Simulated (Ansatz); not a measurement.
**C₂H₆Ga radical: a ladder of functionals and wavefunction methods**

The task here is to estimate one member of a computed series from the others.

Method: functionals in def2-TZVPP, the program's frozen cores in correlated methods; program: Ansatz 0.2.0, Gaussian basis.

Levels to be run: LDA (SPW92), PBE-D4, revPBE-D4, BLYP-D4, r2SCAN-D4, B97M-V, PBE0-D4, B3LYP-D4, r2SCANh-D4, r2SCAN0-D4, HSE06-D4, BHLYP-D4, CAM-B3LYP-D4, LC-ωPBE, ωB97X-V, ωB97M-V, B2PLYP, PBE-QIDH; CCSD(T)/def2-SVP; CCSD(T)/def2-TZVPP; MP2/def2-QZVPP; extrapolation to the limit; RPA on PBE.

### Structure used throughout

The geometry comes from an earlier relaxation with PBE0-D4 in a triple-zeta def2 set; it is a stationary point, not always the lowest conformer.

SMILES `C[CH2][GaH]`, 9 atoms, charge 0, spin multiplicity 2.

Atoms are counted from 1 here; the program's logs count them from 0.

Bond lengths: C1–C2 1.519 Å, C1–H4 1.093 Å, C1–H5 1.095 Å, C1–H6 1.093 Å, C2–Ga3 2.002 Å, C2–H7 1.098 Å, C2–H8 1.098 Å, Ga3–H9 1.605 Å. Angles: C2–C1–H4 111.6°, C2–C1–H5 111.8°, C2–C1–H6 111.6°, H4–C1–H5 107.3°, H4–C1–H6 106.9°, H5–C1–H6 107.3°, C1–C2–Ga3 117.5°, C1–C2–H7 111.5°, C1–C2–H8 111.5°, Ga3–C2–H7 104.9°, Ga3–C2–H8 104.9°, H7–C2–H8 105.7°, C2–Ga3–H9 118.7°.

The first run:

The input, in.yaml:

```yaml
crystal:
  periodic: [false, false, false]
  atoms:
    - {symbol: C, position_ang: [-0.493034, 0.588915, -0.935791]}
    - {symbol: C, position_ang: [0.380795, -0.239574, -0.009417]}
    - {symbol: Ga, position_ang: [-0.205713, -0.425896, 1.895354]}
    - {symbol: H, position_ang: [-1.504539, 0.181192, -1.006212]}
    - {symbol: H, position_ang: [-0.086344, 0.628293, -1.951327]}
    - {symbol: H, position_ang: [-0.588959, 1.619091, -0.583833]}
    - {symbol: H, position_ang: [1.400148, 0.163095, 0.047986]}
    - {symbol: H, position_ang: [0.488050, -1.269557, -0.372986]}
    - {symbol: H, position_ang: [0.698095, -1.291959, 2.899126]}
basis:
  gaussian: {orbitals: def2-TZVPP}
magnetization: {spin_polarized: true, initial_magnetization: 1}
hamiltonian: {xc: lda}
output: {orbitals: {seedname: orbitals}}
```

On the command line:

```console
ansatz run in.yaml --threads 4 --pin off --events-out ev --progress --plain --max-ram 10444MiB
```

Steps of the session up to this table: LDA; PBE-D4 (GGA); revPBE-D4 (GGA); BLYP-D4 (GGA); r2SCAN-D4 (meta-GGA); B97M-V (meta-GGA); B3LYP-D4 (hybrid); r2SCANh-D4 (hybrid); r2SCAN0-D4 (hybrid); HSE06-D4 (hybrid); BHLYP-D4 (hybrid); CAM-B3LYP-D4 (range-separated); LC-ωPBE (range-separated); ωB97X-V (range-separated); ωB97M-V (range-separated); B2PLYP (double hybrid); PBE-QIDH (double hybrid).

One of the session's tables, all rows but one given; the rest of the session is left out.

It belongs to the step «Frontier levels by functional». 

```
  functional  HOMO (eV)  LUMO (eV)  gap (eV)
 LDA (SPW92)      -4.22      -3.32      0.90
      PBE-D4      -4.18      -2.99      1.19
   revPBE-D4      -4.15      -2.86      1.29
     BLYP-D4      -4.00      -3.05      0.95
   r2SCAN-D4      -4.51      -2.60      1.91
      B97M-V      -4.30      -3.26      1.04
     PBE0-D4      -5.18      -2.09      3.09
    B3LYP-D4      -4.95      -2.52      2.43
  r2SCANh-D4      -4.88      -2.30      2.57
  r2SCAN0-D4          ?          ?         ?
    HSE06-D4      -4.79      -2.46      2.32
    BHLYP-D4      -6.01      -1.39      4.62
CAM-B3LYP-D4      -6.37      -1.29      5.08
     LC-ωPBE      -7.72       0.15      7.87
     ωB97X-V      -7.25      -0.26      6.98
     ωB97M-V      -7.12      -0.44      6.68
```

**Question.** Estimate the row for r2SCAN0-D4.

Worked estimate for «HOMO (eV)». Against the share of exact exchange, r2SCAN-D4 (0, -4.51), r2SCANh-D4 (0.1, -4.88) give a slope of -3.70 per unit share; at 0.25 the line stands at -5.43.

As computed: HOMO (eV): -5.42; LUMO (eV): -1.87; gap (eV): 3.55. In «HOMO (eV)» the line misses by -0.01.
